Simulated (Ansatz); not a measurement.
# Mn3Sn: the cost of one run

Program: Ansatz 0.2.0. Level of theory: DFT PBE, scalar-relativistic, plane waves, PAW. These are calculated values, not measurements.

**1. The starting structure**

The structure is hexagonal, space group P6_3/mmc (No. 194). Conventional cell: a = 5.583 Å, b = 5.583 Å, c = 4.478 Å, α = 90.00°, β = 90.00°, γ = 120.00°. Around Mn (site symmetry mm2) lie 8 Mn at 2.70 to 2.89 Å and 4 Sn at 2.79 Å. Around Sn (site symmetry -6m2) lie 12 Mn at 2.79 Å.

As a file:

```cif
data_structure
_symmetry_space_group_name_H-M 'P 1'
_symmetry_Int_Tables_number 1
_cell_length_a 5.5833
_cell_length_b 5.5833
_cell_length_c 4.4779
_cell_angle_alpha 90.000
_cell_angle_beta 90.000
_cell_angle_gamma 120.000
_cell_volume 120.89
loop_
_atom_site_label
_atom_site_type_symbol
_atom_site_fract_x
_atom_site_fract_y
_atom_site_fract_z
_atom_site_occupancy
Mn1 Mn 0.83896 0.67793 0.25000 1
Mn2 Mn 0.16104 0.83896 0.75000 1
Mn3 Mn 0.32207 0.16104 0.25000 1
Mn4 Mn 0.16104 0.32207 0.75000 1
Mn5 Mn 0.83896 0.16104 0.25000 1
Mn6 Mn 0.67793 0.83896 0.75000 1
Sn1 Sn 0.33333 0.66667 0.25000 1
Sn2 Sn 0.66667 0.33333 0.75000 1
```

This cell comes from an earlier session at PBE: 15.111 Å³/atom at 0.01 GPa, on a 8×8×8 mesh.

**2. Antiferromagnetic, in the cell as typed**

Contents of input.yaml:

```yaml
crystal:
  lattice:
    - [5.5832669247, 0.0, 0.0]
    - [-2.7916334624, 4.8352509929, 0.0]
    - [0.0, 0.0, 4.4779350426]
  atoms:
    - { symbol: Mn, position: [0.8389627558, 0.6779255116, 0.25], spin: 3.5 }
    - { symbol: Mn, position: [0.1610372442, 0.8389627558, 0.75], spin: -3.5 }
    - { symbol: Mn, position: [0.3220744884, 0.1610372442, 0.25], spin: 3.5 }
    - { symbol: Mn, position: [0.1610372442, 0.3220744884, 0.75], spin: -3.5 }
    - { symbol: Mn, position: [0.8389627558, 0.1610372442, 0.25], spin: 3.5 }
    - { symbol: Mn, position: [0.6779255116, 0.8389627558, 0.75], spin: -3.5 }
    - { symbol: Sn, position: [0.3333333333, 0.6666666667, 0.25] }
    - { symbol: Sn, position: [0.6666666667, 0.3333333333, 0.75] }
basis:
  ecutwfc: 420
  ecutrho_ratio: 4
kpoints:
  mp_grid: { grid: [8, 8, 8] }
hamiltonian:
  xc: pbe
scf:
  occupations: { method: gaussian, width: 0.05 }
  lower_state_search: "off"
output:
  forces: true
  stress: true
  eigenvalues: true
  populations: true
magnetization:
  spin_polarized: true
```

Run with:

```sh
$ ansatz run input.yaml --threads 2 --pin off --max-ram 5120MiB --backend cpu --events-out ev --progress --plain --runs-dir out
```

Q: Estimate wall time and peak memory on 2 threads of AMD EPYC 9R45 (Zen 5), shared host.

About 31 s, with a peak of 1 GiB.
